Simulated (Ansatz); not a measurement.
**Ge started on a B site and a B vacancy in zincblende BP, 15 atoms, charge 0**

Wanted: the effect of changed settings on energy, forces, pressure and convergence.

All numbers are computed with Ansatz 0.2.0 (PAW, plane waves).

1 further run of the same task is left out (for a known fault of the program).

### 1 Starting point

15 atoms (6 B, 8 P, 1 Ge); a = 9.040 Å, b = 4.520 Å, c = 4.520 Å, α = 90.00°, β = 90.00°, γ = 90.00°. All atoms were shaken off their sites by about 0.07 Å along each axis. Defect site 1: (0.500, 0.500, 0.500). Defect site 2: (0.500, 0.000, 0.000). Starting moments add up to 2 μB.

As a file:

```
CELL_PARAMETERS angstrom
9.04038 0.00000 0.00000
0.00000 4.52019 0.00000
0.00000 0.00000 4.52019
ATOMIC_POSITIONS crystal
B 0.01021 0.02368 0.99776
B 0.23647 0.51880 0.98155
B 0.74371 0.49513 0.98266
B 0.24618 0.00426 0.50149
B 0.74971 0.99028 0.49804
B 0.00257 0.50177 0.49750
P 0.13030 0.24726 0.25250
P 0.62414 0.25093 0.25683
P 0.37794 0.75032 0.22732
P 0.87676 0.75111 0.24264
P 0.36088 0.26989 0.75064
P 0.86913 0.25334 0.75290
P 0.12378 0.73958 0.76424
P 0.63027 0.74484 0.74445
Ge 0.49389 0.52902 0.48763
```

### 2 Single point with PBEsol

Contents of in.yaml:

```yaml
crystal:
  lattice:
    - [9.040378, 0.000000, 0.000000]
    - [0.000000, 4.520189, 0.000000]
    - [0.000000, 0.000000, 4.520189]
  atoms:
    - { symbol: B, position: [0.010206, 0.023683, 0.997757] }
    - { symbol: B, position: [0.236467, 0.518801, 0.981545] }
    - { symbol: B, position: [0.743709, 0.495132, 0.982660] }
    - { symbol: B, position: [0.246176, 0.004261, 0.501491] }
    - { symbol: B, position: [0.749712, 0.990280, 0.498036] }
    - { symbol: B, position: [0.002567, 0.501768, 0.497503] }
    - { symbol: P, position: [0.130298, 0.247263, 0.252505] }
    - { symbol: P, position: [0.624145, 0.250931, 0.256835], spin: 0.4 }
    - { symbol: P, position: [0.377945, 0.750317, 0.227324], spin: 0.4 }
    - { symbol: P, position: [0.876758, 0.751114, 0.242643] }
    - { symbol: P, position: [0.360884, 0.269889, 0.750639], spin: 0.4 }
    - { symbol: P, position: [0.869133, 0.253344, 0.752896] }
    - { symbol: P, position: [0.123782, 0.739576, 0.764237] }
    - { symbol: P, position: [0.630271, 0.744838, 0.744450], spin: 0.4 }
    - { symbol: Ge, position: [0.493893, 0.529017, 0.487628], spin: 0.4 }
  symmetry: { detect: false }
kpoints:
  mp_grid: { grid: [1, 1, 1], shift: [0.25, 0.25, 0.25] }
hamiltonian:
  xc: pbesol
magnetization:
  spin_polarized: true
scf:
  occupations: { method: fermi_dirac, width: 0.01 }
output:
  forces: true
  eigenvalues: true
  stress: true
  populations: true
```

On the command line:

```sh
> ansatz run in.yaml --threads 2 --pin off --max-ram 20900MiB --runs-dir r --events-out ev --progress --plain
```

### 3 Variant: density cutoff ratio 1, occupations Gaussian

in.yaml, as its differences from that of step 2:

```diff
@@ -24,2 +24,3 @@
   mp_grid: { grid: [1, 1, 1], shift: [0.25, 0.25, 0.25] }
+basis: { ecutrho_ratio: 1 }
 hamiltonian:
@@ -29,3 +30,4 @@
 scf:
-  occupations: { method: fermi_dirac, width: 0.01 }
+  occupations: { method: gaussian, width: 0.01 }
+  max_iter: 50
 output:
@@ -34,2 +36,5 @@
   stress: true
-  populations: true
+  write_density: true
+  write_potential: true
+  elf: true
+  volumetric_format: npy
```

### 4 Changed settings: functional r²SCAN, accuracy low

in.yaml, as its differences from that of step 3:

```diff
@@ -1 +1,2 @@
+accuracy: low
 crystal:
@@ -24,5 +25,4 @@
   mp_grid: { grid: [1, 1, 1], shift: [0.25, 0.25, 0.25] }
-basis: { ecutrho_ratio: 1 }
 hamiltonian:
-  xc: pbesol
+  xc: r2scan
 magnetization:
@@ -30,4 +30,4 @@
 scf:
-  occupations: { method: gaussian, width: 0.01 }
-  max_iter: 50
+  occupations: { method: fermi_dirac, width: 0.01 }
+  max_iter: 90
 output:
@@ -36,5 +36 @@
   stress: true
-  write_density: true
-  write_potential: true
-  elf: true
-  volumetric_format: npy
```

### 5 Changed settings: occupations Gaussian, dispersion D4

in.yaml, as its differences from that of step 4:

```diff
@@ -1,2 +1 @@
-accuracy: low
 crystal:
@@ -26,3 +25,4 @@
 hamiltonian:
-  xc: r2scan
+  xc: pbesol
+  dispersion: d4
 magnetization:
@@ -30,4 +30,4 @@
 scf:
-  occupations: { method: fermi_dirac, width: 0.01 }
-  max_iter: 90
+  occupations: { method: gaussian, width: 0.01 }
+  max_iter: 80
 output:
```

### 6 Run again with 4 extra bands, charge changed by 2

in.yaml, as its differences from that of step 5:

```diff
@@ -26,3 +26,3 @@
   xc: pbesol
-  dispersion: d4
+total_charge: 2
 magnetization:
@@ -30,4 +30,5 @@
 scf:
-  occupations: { method: gaussian, width: 0.01 }
-  max_iter: 80
+  occupations: { method: fermi_dirac, width: 0.01 }
+  max_iter: 60
+  n_extra_bands: 4
 output:
```

### 7 Changed settings: starting moment 1 μB

Contents of in.yaml:

```yaml
crystal:
  lattice:
    - [9.040378, 0.000000, 0.000000]
    - [0.000000, 4.520189, 0.000000]
    - [0.000000, 0.000000, 4.520189]
  atoms:
    - { symbol: B, position: [0.010206, 0.023683, 0.997757] }
    - { symbol: B, position: [0.236467, 0.518801, 0.981545] }
    - { symbol: B, position: [0.743709, 0.495132, 0.982660] }
    - { symbol: B, position: [0.246176, 0.004261, 0.501491] }
    - { symbol: B, position: [0.749712, 0.990280, 0.498036] }
    - { symbol: B, position: [0.002567, 0.501768, 0.497503] }
    - { symbol: P, position: [0.130298, 0.247263, 0.252505] }
    - { symbol: P, position: [0.624145, 0.250931, 0.256835] }
    - { symbol: P, position: [0.377945, 0.750317, 0.227324] }
    - { symbol: P, position: [0.876758, 0.751114, 0.242643] }
    - { symbol: P, position: [0.360884, 0.269889, 0.750639] }
    - { symbol: P, position: [0.869133, 0.253344, 0.752896] }
    - { symbol: P, position: [0.123782, 0.739576, 0.764237] }
    - { symbol: P, position: [0.630271, 0.744838, 0.744450] }
    - { symbol: Ge, position: [0.493893, 0.529017, 0.487628] }
  symmetry: { detect: false }
kpoints:
  mp_grid: { grid: [1, 1, 1], shift: [0.25, 0.25, 0.25] }
hamiltonian:
  xc: pbesol
magnetization:
  spin_polarized: true
  initial_magnetization: 1
scf:
  occupations: { method: fermi_dirac, width: 0.01 }
  max_iter: 70
output:
  forces: true
  eigenvalues: true
  stress: true
  write_density: true
  write_potential: true
  elf: true
  volumetric_format: npy
```

Q: Predict the outcome of this session. Wanted: for each run, settings; status; energy from base; forces from base.

The runs gave:

| settings | status | cycles | time | energy from base (meV/atom) | forces from base (eV/Å rms) | filled to empty level on the mesh (eV) |
| --- | --- | --- | --- | --- | --- | --- |
| base | converged | 29 | 4.9 s (2 CPU threads) | 0 | 0 | 0.28 |
| density cutoff ratio 1, occupations Gaussian | converged, settings too loose | 30 | 4.3 s (2 CPU threads) | -151.0 | 0.013 | 0.28 |
| functional r²SCAN, accuracy low | converged, settings too loose | 28 | 13 s (2 CPU threads) | - | 0.147 | 0.55 |
| occupations Gaussian, dispersion D4 | converged | 30 | 5.2 s (2 CPU threads) | - | 0.004 | 0.28 |
| 4 extra bands, charge changed by 2 | converged | 17 | 2.4 s (2 CPU threads) | - | 0.539 | 0.58 |
| starting moment 1 μB | converged | 27 | 4.4 s (2 CPU threads) | 0.0 | 0.000 | 0.28 |

**What this shows.** Among these variants the forces move most with 4 extra bands, charge changed by 2 (0.539 eV/Å rms) and least with starting moment 1 μB (0.000).
